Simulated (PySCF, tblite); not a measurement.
**C₄H₉BN radical: geometry, infrared bands and EPR parameters**

Wanted: the infrared bands and EPR parameters of C₄H₉BN radical (`CN[B]C1CC1`), by calculation.

Programs: tblite 0.8.0 and PySCF 2.14.0, with density-fitted response routines of our own. Each step states its level of theory. These are calculated values for one molecule in the gas phase, unless marked as measured. Atoms are numbered from 0 throughout.

## 1. The starting structure

15 atoms, charge 0, multiplicity 2; geometry from: force field or distance geometry start.

Bonds of the start (Å): C0–N1 1.41, N1–B2 1.46, B2–C3 1.60, C3–C4 1.51, C4–C5 1.49, C5–C3 1.51, C0–H6 1.11, C0–H7 1.12, C0–H8 1.09, N1–H9 1.02, C3–H10 1.12, C4–H11 1.11, C4–H12 1.11, C5–H13 1.11, C5–H14 1.11.

## 2. Relaxing the molecule with GFN2-xTB

Job settings and geometry (Å):

```
{"job": {"kind": "relax", "xc": "GFN2-xTB", "basis": "xTB"}, "charge": 0, "multiplicity": 2}
C      2.377200     0.599100    -0.032100
N      1.611900    -0.156700     0.879400
B      0.178900     0.065000     1.000700
C     -0.783200    -0.570000    -0.113400
C     -1.755000     0.456200    -0.652700
C     -2.261000    -0.685400     0.161500
H      3.058900    -0.103200    -0.562300
H      3.038700     1.369900     0.446700
H      1.802400     1.116200    -0.807000
H      2.096100    -0.704400     1.594000
H     -0.326300    -1.281100    -0.848300
H     -1.808500     0.428600    -1.765400
H     -1.753000     1.447600    -0.159400
H     -2.615200    -0.525000     1.201800
H     -2.866300    -1.448800    -0.365500
```

On the command line:

```bash
$ OMP_NUM_THREADS=1 python probes_run.py task.json out
```

One launch serves the whole session: the jobs run in the order shown.

The log of the run:

```text
step      E/eV     max force
  0    -467.24418    2.013
  1    -467.42729    1.403
  2    -467.54560    1.325
  3    -467.68901    1.307
  4    -467.77023    1.001
  5    -467.86727    0.774
  6    -467.93325    0.777
  7    -467.99110    0.658
  8    -468.02708    0.524
  9    -468.06271    0.383
 10    -468.08416    0.314
 11    -468.09761    0.250
 12    -468.10678    0.242
 13    -468.11653    0.285
 14    -468.12492    0.292
 15    -468.13104    0.153
 16    -468.13550    0.141
 17    -468.14018    0.245
 18    -468.14525    0.309
 19    -468.15042    0.246
 20    -468.15551    0.173
 21    -468.16079    0.221
 22    -468.16674    0.252
 23    -468.17375    0.277
 24    -468.18194    0.288
 25    -468.19143    0.271
 26    -468.20062    0.242
 27    -468.20701    0.219
 28    -468.21036    0.245
 29    -468.21314    0.164
 30    -468.21606    0.113
 31    -468.21843    0.112
 32    -468.22012    0.085
 33    -468.22132    0.086
 34    -468.22246    0.082
 35    -468.22357    0.077
 36    -468.22462    0.085
 37    -468.22583    0.117
 38    -468.22759    0.142
 39    -468.22997    0.146
 40    -468.23243    0.123
 41    -468.23435    0.106
 42    -468.23578    0.069
 43    -468.23700    0.088
 44    -468.23818    0.075
 45    -468.23921    0.087
 46    -468.24011    0.071
 47    -468.24103    0.074
 48    -468.24198    0.076
 49    -468.24276    0.065
 50    -468.24327    0.050
 51    -468.24365    0.048
 52    -468.24404    0.070
 53    -468.24448    0.073
 54    -468.24491    0.052
 55    -468.24529    0.051
 56    -468.24563    0.048
 57    -468.24601    0.057
 58    -468.24641    0.066
 59    -468.24673    0.047
 60    -468.24692    0.030
 61    -468.24701    0.026
 62    -468.24708    0.026
 63    -468.24717    0.023
 64    -468.24727    0.025
 65    -468.24735    0.021
 66    -468.24741    0.018
 67    -468.24746    0.017
 68    -468.24751    0.019
 69    -468.24757    0.020
 70    -468.24763    0.021
 71    -468.24769    0.023
 72    -468.24777    0.025
 73    -468.24792    0.034
 74    -468.24814    0.054
 75    -468.24844    0.060
 76    -468.24877    0.044
 77    -468.24910    0.039
 78    -468.24940    0.033
 79    -468.24969    0.048
 80    -468.24996    0.049
 81    -468.25019    0.033
 82    -468.25011    0.081
 83    -468.25050    0.031
 84    -468.25059    0.023
 85    -468.25071    0.015
 86    -468.25073    0.012
 87    -468.25077    0.009
```

Wall time 0.31 s (1 thread of Arm Neoverse V2, shared host).

Along the way: (not every step is listed)

```csv
step,energy from step 0 (eV),largest force (eV/Å)
0,0.0000,2.0131
1,-0.1831,1.4033
2,-0.3014,1.3249
3,-0.4448,1.3073
4,-0.5261,1.0012
5,-0.6231,0.7741
6,-0.6891,0.7770
7,-0.7469,0.6576
8,-0.7829,0.5241
15,-0.8869,0.1530
22,-0.9226,0.2518
29,-0.9690,0.1636
36,-0.9804,0.0852
43,-0.9928,0.0878
50,-0.9991,0.0503
57,-1.0018,0.0573
64,-1.0031,0.0248
71,-1.0035,0.0234
78,-1.0052,0.0330
82,-1.0059,0.0808
83,-1.0063,0.0310
84,-1.0064,0.0234
85,-1.0065,0.0151
86,-1.0066,0.0124
87,-1.0066,0.0088
```

Distances of close pairs at the start and the end, largest changes first:

```csv
bond,before (Å),after (Å),change (Å)
N1–B2,1.455,1.372,-0.083
C0–N1,1.410,1.461,+0.051
B2–C3,1.603,1.561,-0.042
C4–H11,1.114,1.081,-0.033
C5–H13,1.111,1.080,-0.030
C3–H10,1.120,1.090,-0.030
C0–H7,1.123,1.093,-0.030
C5–H14,1.108,1.081,-0.027
```

The final coordinates are the input of the step that follows.

## 3. Infrared spectrum with GFN2-xTB

Job settings and geometry (Å):

```
{"job": {"kind": "ir", "xc": "GFN2-xTB", "basis": "xTB"}, "charge": 0, "multiplicity": 2}
C      2.190411     0.525801    -0.133117
N      1.556470    -0.113778     1.016819
B      0.291792    -0.641110     1.091425
C     -0.717187    -0.689322    -0.098842
C     -1.495592     0.535392    -0.530034
C     -2.214833    -0.628714     0.069098
H      3.080781    -0.029352    -0.440819
H      2.486686     1.549431     0.110135
H      1.485102     0.550258    -0.959060
H      2.188247    -0.128212     1.806686
H     -0.399163    -1.331357    -0.920149
H     -1.615317     0.728283    -1.587139
H     -1.395838     1.433115     0.062623
H     -2.611545    -0.519009     1.067818
H     -2.834427    -1.233436    -0.577357
```

The log of the run:

```text
mode    cm-1     km/mol
  1      28.7      0.08
  2     122.1      0.39
  3     131.4      0.60
  4     194.5      0.11
  5     292.6      0.67
  6     397.3      8.94
  7     517.4      6.02
  8     656.3     62.18
  9     787.3      3.27
 10     817.1      1.09
 11     846.9      5.63
 12     928.8      4.85
 13     976.7      6.82
 14    1005.9      8.79
 15    1037.2     17.53
 16    1059.3      1.99
 17    1067.3     19.13
 18    1071.7      4.05
 19    1083.9      3.83
 20    1107.0      0.26
 21    1163.2      0.09
 22    1236.1      1.24
 23    1305.7     30.74
 24    1347.0     15.11
 25    1388.9     14.96
 26    1446.7      1.12
 27    1452.2     82.26
 28    1481.4      3.82
 29    1484.3      1.43
 30    1493.4     20.43
 31    2943.7     45.77
 32    2957.9     52.46
 33    2963.7     59.80
 34    3053.6     17.70
 35    3062.3     22.60
 36    3074.0     25.90
 37    3077.0     45.73
 38    3091.5     92.06
 39    3396.3      5.30
```

It took 0.25 s on 1 thread of Arm Neoverse V2, shared host.

The strongest bands and the atoms that carry them (share of the mass-weighted mode):

```csv
cm⁻¹,km/mol,atoms
656,62.2,"H9 83 %, N1 12 %"
1306,30.7,"H9 31 %, C3 15 %, B2 13 %"
1452,82.3,"B2 31 %, N1 30 %, H6 11 %, H7 11 %"
2944,45.8,"H6 57 %, H7 34 %"
2958,52.5,H10 92 %
2964,59.8,"H7 60 %, H6 36 %"
3077,45.7,"H13 52 %, H12 34 %"
3092,92.1,"H13 33 %, H12 32 %, H14 19 %"
```

## 4. g tensor and hyperfine couplings: B3LYP/pcH-1

Settings changed since step 3:

```diff
@@ -1,2 +1,2 @@
-{"job": {"kind": "ir", "xc": "GFN2-xTB", "basis": "xTB"}, "charge": 0, "multiplicity": 2}
+{"job": {"kind": "epr", "basis": "pcH-1"}, "charge": 0, "multiplicity": 2}
 C      2.190411     0.525801    -0.133117
```

With the program's defaults for keys left out, this is: UKS B3LYP, pcH-1 on B C H N, non-relativistic, mean-field spin-orbit, GIAO.

The log of the run:

```text
UKS, coarse grid
  cycle   1  E = -237.34920203  |g| = 3.28e-01
  cycle   2  E = -237.32760492  |g| = 4.04e-01
  cycle   3  E = -237.40630226  |g| = 4.88e-02
  cycle   4  E = -237.40708144  |g| = 2.68e-02
  cycle   5  E = -237.40739430  |g| = 8.64e-03
  cycle   6  E = -237.40742956  |g| = 2.32e-03
  cycle   7  E = -237.40743302  |g| = 6.87e-04
UKS, final grid
  cycle   1  E = -237.40736511  |g| = 6.34e-04
  cycle   2  E = -237.40736508  |g| = 8.01e-04
  cycle   3  E = -237.40736538  |g| = 1.35e-04
  cycle   4  E = -237.40736540  |g| = 7.69e-05
  cycle   5  E = -237.40736540  |g| = 3.51e-05
  cycle   6  E = -237.40736540  |g| = 6.03e-06
E = -237.40736540 Eh   <S^2> = 0.7526 (exact 0.7500)
g shifts (ppm)      1          2          3
  rmc          -103       -103       -103
  gc             23         23          2
  oz_so        -780        -76         85
  total        -861       -156        -16
hyperfine (MHz)  atom isotope    a_iso     a_fc   dipolar eigenvalues
    0   13C      46.86      46.86     -4.47     -4.04      8.51
    1   14N      19.86      19.86     -4.03      0.43      3.60
    2   11B     411.77     411.77    -40.51    -35.69     76.20
    3   13C      59.86      59.86     -5.99     -4.56     10.55
    4   13C       8.35       8.35     -2.95     -2.54      5.49
    5   13C      21.65      21.65     -2.62     -2.26      4.87
    6    1H      -3.29      -3.29     -2.79     -1.18      3.97
    7    1H      -4.15      -4.15     -2.78     -1.26      4.03
    8    1H      -2.78      -2.78     -3.82     -0.96      4.78
    9    1H      38.46      38.46     -6.61     -5.03     11.64
   10    1H      12.27      12.27     -4.92     -2.40      7.33
   11    1H       5.02       5.02     -2.45     -0.72      3.17
   12    1H      -2.25      -2.25     -3.10     -1.07      4.16
   13    1H      -0.64      -0.64     -3.83     -1.92      5.75
   14    1H      -0.34      -0.34     -1.97     -1.76      3.74
```

Wall time 37 s (1 thread of Arm Neoverse V2, shared host); peak memory 0.87 GiB.

Principal g values 2.00146, 2.00216, 2.00230; g(iso) = 2.00198, against 2.00232 for a free electron.

Mean a(iso) over the nuclei that a row names, and the largest dipolar term of the row (other rows stand at the frozen geometry):

```csv
nuclei,isotope,a(iso) (MHz),"a(iso) (G, at g = 2.0023)",largest dipolar term (MHz)
B2,11B,411.8,146.9,76.2
C3,13C,59.9,21.4,10.5
C0,13C,46.9,16.7,8.5
H9,1H,38.5,13.7,11.6
N1,14N,19.9,7.1,-4.0
"C4, C5",13C,15.0,5.4,5.5
H10,1H,12.3,4.4,7.3
"H6, H7, H8",1H,-3.4,-1.2,4.8
"H11, H14",1H,2.3,0.8,3.7
"H12, H13",1H,-1.4,-0.5,5.7
```

Mulliken spin populations:

C0 0.04; N1 -0.06; B2 0.97; C3 -0.02; C4 0.03; C5 0.01; H6 0.00; H7 0.00; H8 0.00; H9 0.00; H10 0.01; H11 0.00; H12 0.00; H13 0.01; H14 0.00

In first order the couplings over 0.8 MHz of 11B, 1H, 14N give 1656 distinct lines over 479.4 G, if the averaged nuclei exchange fast.

The fields below are evaluated on a grid from the run's orbitals.

ELF in a plane through or near 7 of the atoms.

Ten even steps from ' ' (0.00) to '@' (1.00):
```
                                                        
                      ..--==--..                        
                      ++%%@@@@%%--                      
                      **@@@@@@@@**                      
            ..++--    ++@@@@@@@@++                      
            ##@@@@**::==%%@@@@@@--  ..**##==..          
            ++@@@@%%**##..::==##::  ++%%@@**..          
            ..++%%--::@@..++--%%==--**@@%%++..          
              ..**--::%%==++%%%%==++==::**++..          
          ..::--**%%##--::++##**++++==::==++--..        
          ::++**::--==    ::++%%%%**%%%%**++::..        
          ::**##::++%%++  ..==##**..++##==::..          
          ..++****%%@@@@..  ::++****%%++::              
            ::----**@@@@    ..==%%@@@@%%::              
                  --##**      ==@@@@@@@@==              
                              ::%%@@@@%%::              
                                ::****--                
                                                        
                                                        
                                                        
```
The map spans 11.3 Å across and 8.7 Å up, centred on the molecule. Atoms in the plane (x, y in Å): C0 (-2.2, -0.4), N1 (-1.6, 0.9), B2 (-0.3, 1.3), C4 (1.4, -0.7), C5 (2.3, 0.4), H9 (-2.3, 1.6), H11 (1.6, -1.7).

log10 of the density (e/Å³) in the same plane.

Ten even steps from '0' (-4.0) to '9' (1.3):
```
0000000000011111000000000000
0000000001122222110000000000
0000000012233333221000000000
0000001233344444322211000000
0000113444455555433332210000
0000134566666666544554321000
0000235677777876556665432100
0001235678988977667776542100
0012345678877777777876543100
0012445678766677778976543200
0013456787765567777776543100
0013456787765567787765432100
0012446677765456787654321000
0012345566654445787653220000
0001233444443345677543210000
0000012222322223455432100000
0000000111111112333321000000
0000000000000001122110000000
0000000000000000000000000000
0000000000000000000000000000
```
The map spans 11.3 Å across and 8.7 Å up, centred on the molecule. Atoms in the plane (x, y in Å): C0 (-2.2, -0.4), N1 (-1.6, 0.9), B2 (-0.3, 1.3), C4 (1.4, -0.7), C5 (2.3, 0.4), H9 (-2.3, 1.6), H11 (1.6, -1.7).

On the surface of density 0.002 e/bohr³ the electrostatic potential runs, from the 1st to the 99th percentile, from -1.14 V near B2 to 1.61 V near H9.

The spin density lies nearest to B2 77 %.

## 5. What came out

```
                                 quantity                 value
strongest single infrared mode (GFN2-xTB)  3092 cm⁻¹, 92 km/mol
             zero-point energy (GFN2-xTB)         79.4 kcal/mol
                           g(iso) (B3LYP)               2.00198
                                     ⟨S²⟩    0.753 (exact 0.75)
       largest a(iso) (averaged by class)  11B on B2, 411.8 MHz
    surface potential, 1st and 99th percentile    -1.14 V and 1.61 V
```

In words: Relaxing lowered the energy by 1.007 eV in 87 steps; the close pair that moved most is N1–B2, from 1.455 to 1.372 Å. All 39 modes are real, so the xTB geometry is a minimum. The strongest single mode, at 3092 cm⁻¹, is carried by H13, H12, H14. GFN2-xTB is a fitted tight-binding method: band positions and strengths are rough. Its intensities can rank the bands wrongly. B2 carries the largest spin population, 0.97 e. The isotropic g lies 0.3 ppt below the free-electron value.
